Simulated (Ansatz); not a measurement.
# Ti: the cost of one run

Computed with Ansatz 0.2.0 (DFT PBEsol, scalar-relativistic, unless a step's input says otherwise).

## 1. Starting point

The structure is hexagonal, space group P6_3/mmc (No. 194). Conventional cell: a = 2.950 Å, b = 2.950 Å, c = 4.686 Å, α = 90.00°, β = 90.00°, γ = 120.00°. Ti (site symmetry -6m2) has 12 Ti at 2.90 to 2.95 Å as nearest neighbours.

Coordinates:

```xyz
2
Lattice="2.9500 0.0000 0.0000 -1.4750 2.5548 0.0000 0.0000 0.0000 4.6860" Properties=species:S:1:pos:R:3 pbc="T T T"
Ti    0.0000    1.7032    1.1715
Ti    1.4750    0.8516    3.5145
```

Atoms are numbered in the order of the input: Ti1, Ti2.

## 2. After the deformation

Space group P6_3/mmc before, P6_3/mmc after.

## 3. Full-potential LAPW

The input, input.yaml:

```yaml
crystal:
  lattice:
    - [2.9499978604, 0.0, 0.0]
    - [-1.4749989302, 2.5547730882, 0.0]
    - [0.0, 0.0, 4.59228]
  atoms:
    - { symbol: Ti, position: [0.3333333333, 0.6666666667, 0.25] }
    - { symbol: Ti, position: [0.6666666667, 0.3333333333, 0.75] }
kpoints:
  mp_grid: { grid: [13, 13, 7] }
  band_path:
    path:
      - [0.0, 0.0, 0.0]
      - [0.5, 0.0, 0.0]
      - [0.3333333333, 0.3333333333, 0.0]
      - [0.0, 0.0, 0.0]
      - [0.0, 0.0, 0.5]
      - [0.5, 0.0, 0.5]
      - [0.3333333333, 0.3333333333, 0.5]
      - [0.0, 0.0, 0.5]
      - [0.5, 0.0, 0.5]
    npoints: 5
scf:
  occupations: { method: fermi_dirac, width: 0.08 }
hamiltonian:
  xc: pbesol
  pseudopotentials: { kind: all_electron, lapw: { basis_error: 0.0005 } }
output:
  forces: true
  stress: true
  eigenvalues: true
```

On the command line:

```bash
> ansatz run input.yaml --threads 1 --pin off --max-ram 3072MiB --backend cpu --events-out ev --progress --plain --runs-dir out
```

**Question.** How long does this run take on 1 thread of Arm Neoverse V1, shared host, and how much memory does it need?

About 15 s, with a peak of 0.33 GiB.
